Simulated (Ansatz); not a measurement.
# TaAl3O: the cost of one run

Program: Ansatz 0.2.0. Level of theory: DFT PBE, scalar-relativistic, plane waves, PAW. These are calculated values, not measurements.

### 1 The structure to begin with

Symmetry: P4mm, No. 99, tetragonal system. Conventional cell: a = 4.469 Å, b = 4.469 Å, c = 3.504 Å, α = 90.00°, β = 90.00°, γ = 90.00°. Around Ta (site symmetry 4mm) lie 4 Al at 2.47 Å. Around Al (site symmetry 4mm) lie 2 O at 1.36 to 2.14 Å. Al (site symmetry 2mm) is surrounded by 2 O at 2.24 Å and 2 Ta at 2.47 Å and 2 Al at 2.55 Å. Around O (site symmetry 4mm) lie 6 Al at 1.36 to 2.24 Å.

Coordinates:

```cif
data_structure
_symmetry_space_group_name_H-M 'P 1'
_symmetry_Int_Tables_number 1
_cell_length_a 4.4692
_cell_length_b 4.4692
_cell_length_c 3.5035
_cell_angle_alpha 90.000
_cell_angle_beta 90.000
_cell_angle_gamma 90.000
_cell_volume 69.98
loop_
_atom_site_label
_atom_site_type_symbol
_atom_site_fract_x
_atom_site_fract_y
_atom_site_fract_z
_atom_site_occupancy
Ta1 Ta 0.50000 0.50000 0.26403 1
Al1 Al 0.00000 0.00000 0.21249 1
Al2 Al 0.50000 0.00000 0.56398 1
Al3 Al 0.00000 0.50000 0.56398 1
O1 O 0.00000 0.00000 0.60122 1
```

Recipe of the guess: random cell by space group and Wyckoff sites (P4mm, No. 99). The dimensions are guesses.

### 2 The guess as it stands, on a coarse mesh

The input, input.yaml:

```yaml
crystal:
  lattice:
    - [4.46916313, 0.0, 0.0]
    - [0.0, 4.46916313, 0.0]
    - [0.0, 0.0, 3.50353093]
  atoms:
    - { symbol: Ta, position: [0.5, 0.5, 0.2640334] }
    - { symbol: Al, position: [0.0, 0.0, 0.21248659] }
    - { symbol: Al, position: [0.5, 0.0, 0.56397959] }
    - { symbol: Al, position: [0.0, 0.5, 0.56397959] }
    - { symbol: O, position: [0.0, 0.0, 0.60121631] }
basis:
  ecutwfc: 420
kpoints:
  mp_grid: { grid: [4, 4, 6] }
hamiltonian:
  xc: pbe
scf:
  occupations: { method: gaussian, width: 0.1 }
  lower_state_search: "off"
output:
  forces: true
  stress: true
  eigenvalues: true
```

Launch:

```
$ ansatz run input.yaml --threads 1 --pin off --max-ram 2560MiB --backend cpu --events-out ev --progress --plain --runs-dir out
```

Q: Estimate wall time and peak memory on 1 thread of Arm Neoverse V1, shared host.

About 3.3 s, with a peak of 0.33 GiB.
